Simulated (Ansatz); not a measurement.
# B3LYP/6-31G(d) (spherical functions) run of C3H12GaN (SMILES C[Ga-](C)(C)[NH3+])

Aim: the electronic atomisation energy of C3H12GaN at B3LYP/6-31G* (spherical functions), from 5 runs. 

The results are computed with Ansatz 0.2.0.

39 further runs of the same task are left out: 2 that didn't finish, 37 set aside as unsound or not needed.

### 1 Starting point

C3H12GaN has 17 atoms, charge 0, and is taken as a singlet. As SMILES, `C[Ga-](C)(C)[NH3+]`. The coordinates come from a PBE0-D4/def2-TZVP relaxation.

Bond lengths: C1–Ga2 1.995 Å, Ga2–C3 1.995 Å, Ga2–C4 1.995 Å, Ga2–N5 2.185 Å, C1–H6 1.094 Å, C1–H7 1.094 Å, C1–H8 1.094 Å, C3–H9 1.094 Å, C3–H10 1.094 Å, C3–H11 1.094 Å, C4–H12 1.094 Å, C4–H13 1.094 Å, C4–H14 1.094 Å, N5–H15 1.013 Å, N5–H16 1.013 Å, N5–H17 1.013 Å. Some angles: C1–Ga2–C3 117.9°, C1–Ga2–C4 117.9°, C1–Ga2–N5 98.5°, C3–Ga2–C4 117.9°, C3–Ga2–N5 98.5°, C4–Ga2–N5 98.5°, Ga2–C1–H6 110.3°, Ga2–C1–H7 112.2°, Ga2–C1–H8 112.2°, Ga2–C3–H9 112.2°.

### 2 The energy at B3LYP/6-31G(d) (spherical functions)

The input, input.yaml:

```yaml
crystal:
  periodic: [false, false, false]
  atoms:
    - symbol: C
      position_ang: [-0.724690, 0.767350, -1.780960]
    - symbol: Ga
      position_ang: [0.155500, -0.156590, -0.247090]
    - symbol: C
      position_ang: [2.027140, 0.365110, 0.206730]
    - symbol: C
      position_ang: [-0.422310, -2.018890, 0.176160]
    - symbol: "N"
      position_ang: [-0.870130, 0.876400, 1.382070]
    - symbol: H
      position_ang: [-0.337770, 0.382760, -2.729300]
    - symbol: H
      position_ang: [-0.538820, 1.845740, -1.776900]
    - symbol: H
      position_ang: [-1.807520, 0.609810, -1.793330]
    - symbol: H
      position_ang: [2.328700, 0.007070, 1.195860]
    - symbol: H
      position_ang: [2.727720, -0.067300, -0.513810]
    - symbol: H
      position_ang: [2.173270, 1.449260, 0.179340]
    - symbol: H
      position_ang: [-0.082930, -2.343380, 1.164610]
    - symbol: H
      position_ang: [-0.002060, -2.721570, -0.549520]
    - symbol: H
      position_ang: [-1.509750, -2.134500, 0.136040]
    - symbol: H
      position_ang: [-0.554260, 0.531670, 2.281190]
    - symbol: H
      position_ang: [-1.871800, 0.734050, 1.323650]
    - symbol: H
      position_ang: [-0.690280, 1.873060, 1.345280]
basis:
  gaussian:
    orbitals: 6-31G_st_-spherical.json
accuracy: high
hamiltonian:
  xc: {name: B3LYP}
output: {orbitals: {seedname: orbitals}}
```

The basis set 6-31G* is read from a file made from the Basis Set Exchange's data (not shown).

The run is started by

```console
$ ansatz run input.yaml --threads 1 --pin off --max-ram 3480MiB --events-out events.jsonl --progress --plain --runs-dir runs
```

The program printed:

```text
Warning: RAYON_NUM_THREADS=1 ignored (pool sized by the plan → 1); use --threads N
Functional definition: B3LYP
  name "B3LYP"
  parameter a0 = 0.2
  parameter ax = 0.72
  parameter ac = 0.81
  exchange = (1 - a0 - ax)*slater_x + ax*b88_x + a0*exact_x
  correlation = (1 - ac)*vwn_rpa_c + ac*lyp_c
2790 factors; integrals over basis functions are off by at most 7.7e-9 eV
mean field evaluation 1: about -57151.9989 eV, gradient 8.8e1 eV
mean field evaluation 2: about -57143.1921 eV, gradient 1.0e2 eV
mean field evaluation 4: about -57169.2250 eV, gradient 3.6e0 eV
mean field evaluation 8: about -57169.5089 eV, gradient 1.8e-1 eV
mean field evaluation 16: about -57169.5090 eV, gradient 7.6e-5 eV
mean field -57169.50899540 eV, -2100.9407046959 hartree, gradient 6.7e-9 eV, S^2 0.000000; 0 other end points of the search recorded, 0 dependent functions left out
reference -57169.50904740 eV, -2100.9407066067 hartree; 34, 34 occupied and 78, 78 virtual orbitals, 2790 factors
Total energy: -57169.50904740 eV, -2100.9407066067 hartree
```

Wall time 23 s (1 thread of Arm Neoverse V1, shared host); peak memory 0.54 GiB.

### 3 The C atom

The input, run.yaml:

```yaml
crystal:
  periodic: [false, false, false]
  atoms:
    - {symbol: C, position_ang: [0.000000, 0.000000, 0.000000]}
basis:
  gaussian:
    orbitals: 6-31G_st_-spherical.json
magnetization:
  spin_polarized: true
  initial_magnetization: 2
hamiltonian:
  xc: {name: B3LYP}
accuracy: high
```

The basis set 6-31G* is read from a file made from the Basis Set Exchange's data (not shown).

Run the same way, it converges to -37.84469 Eh (log not shown).

### 4 The Ga atom

The input, job.yaml:

```yaml
crystal:
  periodic: [false, false, false]
  atoms:
    - {symbol: Ga, position_ang: [0.000000, 0.000000, 0.000000]}
basis:
  gaussian:
    orbitals: 6-31G_st_-spherical.json
magnetization:
  spin_polarized: true
  initial_magnetization: 1
hamiltonian:
  xc: {name: B3LYP}
accuracy: high
```

The basis set 6-31G* is read from a file made from the Basis Set Exchange's data (not shown).

Run the same way, it converges to -1924.58741 Eh (log not shown).

### 5 The H atom

The input, in.yaml:

```yaml
crystal:
  periodic: [false, false, false]
  atoms:
    - {symbol: H, position_ang: [0.000000, 0.000000, 0.000000]}
basis:
  gaussian:
    orbitals: "6-31G*"
hamiltonian:
  xc: {name: B3LYP}
accuracy: high
magnetization:
  spin_polarized: true
  initial_magnetization: 1
```

Run the same way, it converges to -0.50027 Eh (log not shown).

### 6 The N atom at the same level

The input, molecule.yaml:

```yaml
crystal:
  periodic: [false, false, false]
  atoms:
    - {symbol: N, position_ang: [0.000000, 0.000000, 0.000000]}
basis:
  gaussian: {orbitals: 6-31G_st_-spherical.json}
magnetization: {spin_polarized: true, initial_magnetization: 3}
hamiltonian: {xc: {name: B3LYP}}
accuracy: high
```

The basis set 6-31G* is read from a file made from the Basis Set Exchange's data (not shown).

The run is started by

```console
$ ansatz run molecule.yaml --threads 1 --pin off --max-ram 3480MiB --events-out events.jsonl --progress --plain --runs-dir runs
```

The program printed, shortened:

```text
Warning: RAYON_NUM_THREADS=1 ignored (pool sized by the plan → 1); use --threads N
[... 7 set-up lines as earlier in the session ...]
96 factors; integrals over basis functions are off by at most 1.2e-9 eV
mean field evaluation 1: about -1485.1541 eV, gradient 5.0e0 eV
mean field evaluation 2: about -1485.2368 eV, gradient 2.8e0 eV
mean field evaluation 4: about -1485.2760 eV, gradient 7.0e-2 eV
mean field evaluation 8: about -1485.2757 eV, gradient 1.0e-4 eV
mean field -1485.27568097 eV, -54.5828745195 hartree, gradient 2.5e-9 eV, S^2 3.752147; 0 other end points of the search recorded, 0 dependent functions left out
reference -1485.27569590 eV, -54.5828750685 hartree; 5, 2 occupied and 9, 12 virtual orbitals, 96 factors
Total energy: -1485.27569590 eV, -54.5828750685 hartree
```

It took 0.32 s on 1 thread of Arm Neoverse V1, shared host.

### 7 Outcome

At B3LYP/6-31G* (spherical functions):

| quantity | value |
| --- | --- |
| molecule: total energy | -2100.94071 Eh |
| molecule: HOMO energy | -6.16 eV |
| molecule: LUMO energy | 0.44 eV |
| molecule: HOMO–LUMO gap | 6.61 eV |
| C atom: total energy | -37.84469 Eh |
| C atom: ⟨S²⟩ | 2.002 |
| Ga atom: total energy | -1924.58741 Eh |
| Ga atom: ⟨S²⟩ | 0.752 |
| H atom: total energy | -0.50027 Eh |
| H atom: ⟨S²⟩ | 0.750 |
| N atom: total energy | -54.58288 Eh |
| N atom: ⟨S²⟩ | 3.752 |
| electronic atomisation energy | 60.765 eV |

**Reading.** Taking the molecule apart into free atoms costs 60.76 eV (1401 kcal/mol), before zero-point energy and without spin-orbit coupling.
